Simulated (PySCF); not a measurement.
# A gas-phase reaction: ClH5Si2 + Cl2 → Cl2H4Si2 + ClH

Wanted: the reaction energy for `[SiH3][SiH2]Cl` + `ClCl` → `[SiH3][SiH](Cl)Cl` + `Cl`.

Programs: PySCF 2.14.0. All values are calculated, for the isolated system unless a continuum is named. Atoms count from 0, parts from 1.

## (1) The system as given

Each species was relaxed by itself at PBE0-D3(BJ)/def2-SVPD.

## (2) Reaction energy: wB97M-D3(BJ)/def2-TZVPD

Job settings and geometry (Å):

```
{"job": {"kind": "react", "xc": "wB97M-D3(BJ)", "basis": "def2-TZVPD"}, "charge": 0, "multiplicity": 1}
-1 ClH5Si2 charge 0 multiplicity 1
Si     0.802440     0.262840    -0.491250
Si    -0.950630    -0.506750     0.858150
Cl    -1.652710    -2.308460     0.060860
H      0.271390     0.659790    -1.828200
H      1.437000     1.448990     0.160900
H      1.817870    -0.818250    -0.652900
H     -0.508890    -0.784270     2.255100
H     -2.102710     0.439610     0.884780

-1 Cl2 charge 0 multiplicity 1
Cl     1.014510    -0.004260     0.018410
Cl    -1.014580     0.006320    -0.017400

+1 Cl2H4Si2 charge 0 multiplicity 1
Si    -1.222220    -0.130160    -0.155060
Si     1.041440     0.060910     0.401190
Cl     2.150700    -1.124540    -0.898000
Cl     1.628610     2.040290     0.156420
H     -1.387520     0.321380    -1.565970
H     -2.025430     0.729060     0.763250
H     -1.637080    -1.556600    -0.013580
H      1.427520    -0.335990     1.780550

+1 ClH charge 0 multiplicity 1
Cl     0.644520    -0.003550     0.014940
H     -0.643320     0.005120    -0.014700
```

With the program's defaults for keys left out, this is: wB97M-D3(BJ)/def2-TZVPD reaction energy of separated species, gas phase.

Launch:

```console
OMP_NUM_THREADS=1 python cluster_run.py task.json out
```

This one command runs all jobs of the session in turn.

**Question.** The jobs that follow are: PBE0-D3(BJ)/def2-TZVPD reaction energy of separated species, gas phase. Predict: reaction energy (wB97M-D3(BJ)/def2-TZVPD); ΔH, ΔG at 298 K (xTB thermal terms). Thermal terms come from harmonic xTB runs on each species.

The runs gave:

```
                                                quantity                      value
               reaction energy (wB97M-D3(BJ)/def2-TZVPD)            -64.44 kcal/mol
                     ΔH, ΔG at 298 K (xTB thermal terms)      -64.8, -64.6 kcal/mol
range of the reaction energy over the runs of this table  -64.44 to -64.13 kcal/mol
```

**Reading.** The reaction is exothermic by 64.8 kcal/mol in the gas phase; dispersion gives -0.65, and xTB itself gave -38.13 for the electronic energy (xTB energies and thermal terms come from the earlier relaxation of each species, not shown). No barrier was sought. xTB and this level differ widely in the electronic energy, so what comes from xTB (the thermal terms above all) is less safe here. The reaction energy runs from -64.44 (wB97M-D3(BJ)/def2-TZVPD) to -64.13 kcal/mol (PBE0-D3(BJ)/def2-TZVPD).
